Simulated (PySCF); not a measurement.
# One shape, several levels: C2H6Ge (SMILES C=[CH][GeH3])

Wanted: a comparison of 4 runs (B3LYP/6-31G*, TPSS/cc-pVDZ, PBE0/def2-SVPD, CCSD(T)/cc-pVDZ) of C2H6Ge. 

The results are computed with PySCF 2.14.0.

1 further run of the same task is left out (set aside as unsound or not needed).

### 1 Starting point

C2H6Ge: 9 atoms, total charge 0, spin state singlet. SMILES: `C=[CH][GeH3]`. The coordinates come from a PBE0-D4/def2-TZVP relaxation.

Bond lengths: C1–C2 1.327 Å, C2–Ge3 1.938 Å, C1–H4 1.086 Å, C1–H5 1.087 Å, C2–H6 1.088 Å, Ge3–H7 1.539 Å, Ge3–H8 1.538 Å, Ge3–H9 1.539 Å. Some angles: C1–C2–Ge3 123.1°, C1–C2–H6 118.8°, Ge3–C2–H6 118.1°, C2–C1–H4 122.0°, C2–C1–H5 121.9°, C2–Ge3–H7 110.6°, C2–Ge3–H8 108.6°, C2–Ge3–H9 110.6°, H4–C1–H5 116.1°, H7–Ge3–H8 109.5°.

### 2 Energy and gradient at B3LYP/6-31G(d) (spherical functions) (run 1)

run.py

```python
# C=[CH][GeH3]
import pyscf.grad
from pyscf import gto, dft

mol = gto.M(
    atom=[
    ('C', (-0.771400, 0.825400, -1.091100)),
    ('C', (0.063900, 0.755000, -0.061900)),
    ('Ge', (0.543400, -0.913900, 0.798700)),
    ('H', (-1.239200, -0.059100, -1.514400)),
    ('H', (-1.027000, 1.772100, -1.559600)),
    ('H', (0.503100, 1.673900, 0.320600)),
    ('H', (2.061800, -1.150800, 0.712600)),
    ('H', (-0.196900, -2.060900, 0.091100)),
    ('H', (0.150900, -0.888300, 2.286800)),
],
    charge=0,
    basis='6-31g*',
    max_memory=1860,
    verbose=4,
)

ks = dft.RKS(mol, xc='b3lyp')
ks.conv_tol = 1e-10
ks.grids.level = 5
ks.kernel()
if not ks.converged:
    ks = ks.newton().run(ks.mo_coeff, ks.mo_occ)

energy = ks.e_tot
print('E(%s) = %.9f' % ('B3LYP', energy))
grad = ks.Gradients().kernel()
ks.analyze()
```

The run is started by

```
$ OMP_NUM_THREADS=1 python run.py
```

The program printed:

```text
PySCF version 2.14.0

[... 101 lines left out ...]
MO #2   energy= -49.7990461954235  occ= 2
[... 9 lines left out ...]
MO #12  energy= -1.20407780680764  occ= 2
[... 9 lines left out ...]
MO #22  energy= -0.344258688424534 occ= 2
[... 9 lines left out ...]
MO #32  energy= 0.14482623245743   occ= 0
[... 9 lines left out ...]
MO #42  energy= 0.565487996960279  occ= 0
[... 9 lines left out ...]
MO #52  energy= 0.938547476196914  occ= 0
[... 9 lines left out ...]
MO #62  energy= 1.93790956404871   occ= 0
[... 9 lines left out ...]
MO #72  energy= 3.47326821053195   occ= 0
[... 84 lines left out ...]
Dipole moment(X, Y, Z, Debye): -0.19044,  0.53464, -0.32065
```

It took 33 s on 1 thread of Intel Xeon at 2.70GHz, shared host; peak memory 0.71 GiB.

### 3 Energy and gradient at TPSS/cc-pVDZ (run 2)

start.xyz

```xyz
9

C     -0.771400     0.825400    -1.091100
C      0.063900     0.755000    -0.061900
Ge     0.543400    -0.913900     0.798700
H     -1.239200    -0.059100    -1.514400
H     -1.027000     1.772100    -1.559600
H      0.503100     1.673900     0.320600
H      2.061800    -1.150800     0.712600
H     -0.196900    -2.060900     0.091100
H      0.150900    -0.888300     2.286800
```

input.py

```python
from pyscf import gto, dft

mol = gto.M(
    atom='start.xyz',
    spin=0,
    charge=0,
    basis='cc-pvdz',
    max_memory=1860,
    verbose=3,
)

calc0 = dft.RKS(mol)
calc0.xc = 'tpss'
calc0.conv_tol = 1e-10
calc0.grids.level = 5
calc0.kernel()
if not calc0.converged:
    calc0 = calc0.newton().run(calc0.mo_coeff, calc0.mo_occ)

e_tot = calc0.e_tot
print('E(%s) = %.9f' % ('TPSS', e_tot))
grad = calc0.nuc_grad_method().kernel()
calc0.analyze()
```

The run is started by

```
$ OMP_NUM_THREADS=1 python input.py
```

The program printed:

```text
converged SCF energy = -2156.74935668378
[... 14 lines left out ...]
MO #5   energy= -43.8647551900935  occ= 2
[... 9 lines left out ...]
MO #15  energy= -1.0997982026208   occ= 2
[... 9 lines left out ...]
MO #25  energy= -0.246511493605442 occ= 2
[... 9 lines left out ...]
MO #35  energy= 0.257329122380135  occ= 0
[... 9 lines left out ...]
MO #45  energy= 0.509793603580578  occ= 0
[... 9 lines left out ...]
MO #55  energy= 0.873624724742485  occ= 0
[... 9 lines left out ...]
MO #65  energy= 1.47292258580057   occ= 0
[... 9 lines left out ...]
MO #75  energy= 1.85413863811339   occ= 0
[... 9 lines left out ...]
MO #85  energy= 2.83436922448688   occ= 0
[... 10 lines left out ...]
Dipole moment(X, Y, Z, Debye): -0.19801,  0.53091, -0.32926
```

Wall time 52 s (1 thread of Intel Xeon at 2.70GHz, shared host); peak memory 0.84 GiB.

Run 3 isn't shown in full; the table further down has it.

### 4 The energy at CCSD(T)/cc-pVDZ (run 4)

job.py

```python
from pyscf import gto, scf, cc

mol = gto.M(
    atom=[
    ('C', (-0.771400, 0.825400, -1.091100)),
    ('C', (0.063900, 0.755000, -0.061900)),
    ('Ge', (0.543400, -0.913900, 0.798700)),
    ('H', (-1.239200, -0.059100, -1.514400)),
    ('H', (-1.027000, 1.772100, -1.559600)),
    ('H', (0.503100, 1.673900, 0.320600)),
    ('H', (2.061800, -1.150800, 0.712600)),
    ('H', (-0.196900, -2.060900, 0.091100)),
    ('H', (0.150900, -0.888300, 2.286800)),
],
    max_memory=1860,
    basis='cc-pvdz',
    charge=0,
    spin=0,
    verbose=4,
)

mf = scf.RHF(mol)
mf.conv_tol = 1e-10
mf.kernel()
if not mf.converged:
    mf = mf.newton().run(mf.mo_coeff, mf.mo_occ)

mycc = cc.CCSD(mf, frozen=11)
mycc.kernel()
e_t = mycc.ccsd_t()
e_tot = mycc.e_tot + e_t
print('Final energy', e_tot)
dip = mf.dip_moment()
pop, q = mf.mulliken_pop()
```

The run is started by

```
$ OMP_NUM_THREADS=1 python job.py
```

The program printed:

```text
PySCF version 2.14.0

[... 63 lines left out ...]
converged SCF energy = -2154.53066906207
[... 12 lines left out ...]
Init t2, MP2 energy = -2154.92299130298  E_corr(MP2) -0.392322240912035
[... 11 lines left out ...]
CCSD converged
[... 2 lines left out ...]
Final energy -2154.9845809893523
Dipole moment(X, Y, Z, Debye): -0.23804,  0.52515, -0.37687
[... 95 lines left out ...]
charge of    8H =     -0.12341
```

Wall time 28 s (1 thread of Intel Xeon at 2.70GHz, shared host); peak memory 0.39 GiB.

### 5 All runs side by side

```
run                               level      task  integration grid   energy (Eh)  dipole moment (D) of the reference  HOMO energy (eV)  LUMO energy (eV)  wall time
  1  B3LYP/6-31G* (spherical functions)  gradient                 5  -2156.542440                                0.65             -7.41              0.00       33 s
  2                        TPSS/cc-pVDZ  gradient                 5  -2156.749357                                0.66             -6.71             -0.90       52 s
  3                      PBE0/def2-SVPD  gradient                 5  -2156.104721                                0.59             -7.96             -0.32       59 s
  4                     CCSD(T)/cc-pVDZ    energy                 –  -2154.984581                                0.69            -10.28              3.86       28 s
```

### 6 Results

| quantity | value |
| --- | --- |
| run 4: total energy | -2154.98458 Eh |
| run 4: dipole moment (Hartree–Fock density) | 0.69 D |
| run 4: HOMO energy (Hartree–Fock orbitals) | -10.28 eV |
| run 4: LUMO energy (Hartree–Fock orbitals) | 3.86 eV |
| run 4: HOMO–LUMO gap (Hartree–Fock orbitals) | 14.14 eV |
| run 4: correlation energy (11 core orbitals frozen) | -453.9 mEh |
| run 4: (T) correction | -14.68 mEh |
| run 4: T1 diagnostic | 0.009 |

**Reading.** Over runs 1, 2, 3 the dipole moment (its size) runs from 0.59 D (PBE0/def2-SVPD) to 0.66 D (TPSS/cc-pVDZ). The two ends differ in method and basis. Over runs 1, 2, 3 the HOMO–LUMO gap runs from 5.81 eV (TPSS/cc-pVDZ) to 7.64 eV (PBE0/def2-SVPD). Totals of different functionals can't be ranked against each other. All runs together took 2.9 min, the longest 59 s.
